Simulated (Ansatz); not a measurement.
**CH₄FGaGeO: a ladder of functionals and wavefunction methods**

How much do the methods differ for CH₄FGaGeO? The plan is to run it at one geometry with functionals of several rungs and with coupled cluster. The yardstick is the atomisation energy at the CCSD(T) limit.

Program: Ansatz 0.2.0, Gaussian basis. Level of theory: functionals in def2-TZVPP, the program's frozen cores in correlated methods. These are calculated values, not measurements.

The runs, in order: LDA (SPW92), PBE-D4, revPBE-D4, BLYP-D4, r2SCAN-D4, B97M-V, PBE0-D4, B3LYP-D4, r2SCANh-D4, r2SCAN0-D4, HSE06-D4, BHLYP-D4, CAM-B3LYP-D4, LC-ωPBE, ωB97X-V, ωB97M-V, B2PLYP, PBE-QIDH; CCSD(T)/def2-SVP; CCSD(T)/def2-TZVPP; MP2/def2-QZVPP; extrapolation to the limit; RPA on PBE.

## (1) Structure used throughout

The geometry comes from an earlier relaxation with PBE0-D4 in a triple-zeta def2 set; it is a stationary point, not always the lowest conformer.

SMILES `O=[CH][Ga]([F])[GeH3]`, 9 atoms, charge 0, spin multiplicity 1.

Atoms are counted from 1 here; the program's logs count them from 0.

Bond lengths: O1–C2 1.202 Å, C2–Ga3 2.041 Å, C2–H6 1.116 Å, Ga3–F4 1.767 Å, Ga3–Ge5 2.440 Å, Ge5–H7 1.537 Å, Ge5–H8 1.536 Å, Ge5–H9 1.535 Å. Angles: O1–C2–Ga3 120.2°, O1–C2–H6 119.8°, Ga3–C2–H6 120.0°, C2–Ga3–F4 111.2°, C2–Ga3–Ge5 131.3°, F4–Ga3–Ge5 117.5°, Ga3–Ge5–H7 109.1°, Ga3–Ge5–H8 110.3°, Ga3–Ge5–H9 110.7°, H7–Ge5–H8 108.4°, H7–Ge5–H9 109.0°, H8–Ge5–H9 109.4°.

## (2) LDA

This LDA is Slater exchange with PW92 correlation.

in.yaml reads:

```yaml
crystal:
  periodic: [false, false, false]
  atoms:
    - {symbol: O, position_ang: [-1.147031, 2.367747, 0.800561]}
    - {symbol: C, position_ang: [-1.056560, 1.370857, 1.466053]}
    - {symbol: Ga, position_ang: [-0.175891, -0.301534, 0.695518]}
    - {symbol: F, position_ang: [-0.231737, -1.642034, 1.846149]}
    - {symbol: Ge, position_ang: [0.859367, -0.723081, -1.473294]}
    - {symbol: H, position_ang: [-1.459415, 1.359714, 2.506915]}
    - {symbol: H, position_ang: [-0.242672, -0.949849, -2.521121]}
    - {symbol: H, position_ang: [1.699883, 0.486803, -1.907689]}
    - {symbol: H, position_ang: [1.754067, -1.968633, -1.413091]}
basis:
  gaussian: {orbitals: def2-TZVPP}
hamiltonian: {xc: lda}
output: {orbitals: {seedname: orbitals}}
```

Run with:

```console
$ ansatz run in.yaml --threads 4 --pin off --events-out ev --progress --plain --max-ram 10444MiB
```

After this run come: PBE-D4 (GGA); revPBE-D4 (GGA); BLYP-D4 (GGA); r2SCAN-D4 (meta-GGA); B97M-V (meta-GGA); PBE0-D4 (hybrid); B3LYP-D4 (hybrid); r2SCANh-D4 (hybrid); r2SCAN0-D4 (hybrid); HSE06-D4 (hybrid); BHLYP-D4 (hybrid); CAM-B3LYP-D4 (range-separated); LC-ωPBE (range-separated); ωB97X-V (range-separated); ωB97M-V (range-separated); B2PLYP (double hybrid); PBE-QIDH (double hybrid); CCSD(T) in def2-SVP; CCSD(T) in def2-TZVPP; MP2 in def2-QZVPP; RPA on PBE orbitals.

Q: Predict the results of all the runs planned. Wanted: atomisation energy, CCSD(T)/CBS; farthest beyond LDA; mean size of error, GGA; mean size of error, meta-GGA; mean size of error, hybrid; mean size of error, range-separated; mean size of error, double hybrid; gap, smallest and largest; T1 diagnostic.

As calculated:

| quantity | value |
| --- | --- |
| atomisation energy, CCSD(T)/CBS | 700.3 kcal/mol |
| functionals within 7.0 kcal/mol (1.0 %) | BLYP-D4, r2SCAN-D4, B97M-V, r2SCANh-D4, CAM-B3LYP-D4, LC-ωPBE, ωB97X-V, ωB97M-V |
| farthest beyond LDA | BHLYP-D4 (-36.0 kcal/mol) |
| mean size of error, GGA | 8.6 kcal/mol |
| mean size of error, meta-GGA | 1.5 kcal/mol |
| mean size of error, hybrid | 14.0 kcal/mol |
| mean size of error, range-separated | 3.6 kcal/mol |
| mean size of error, double hybrid | 10.6 kcal/mol |
| gap, smallest and largest | 1.87 eV (LDA (SPW92)), 8.98 eV (LC-ωPBE) |
| T1 diagnostic | 0.0150 |
| triples share of the correlation energy | 3.8 % |

The LDA atomisation energy is off by 113.4 kcal/mol (16 %): it overbinds. PBE-D4 misses by +12.6 kcal/mol. Double hybrids carry the basis error of their MP2 part in triple zeta, and no dispersion term here, so their miss is partly the set-up's. The rungs meta-GGA, range-separated miss on average by less than the doubt on the reference (7.0 kcal/mol), so they tie. Misses under about 7.0 kcal/mol are within the doubt on the reference itself, which lacks core-valence correlation, relativity and higher excitations, and its outer-core shells are covered unevenly. Hartree-Fock recovers 69 % of the binding; the rest is correlation. CCSD(T) in def2-SVP is off by -40.9 kcal/mol, so the small basis spoils what the method gains. Orbital gaps span 1.9 to 9.0 eV; exact exchange widens them. Correlated methods include outer-core shells of Ga, Ge, which these sets cover unevenly.
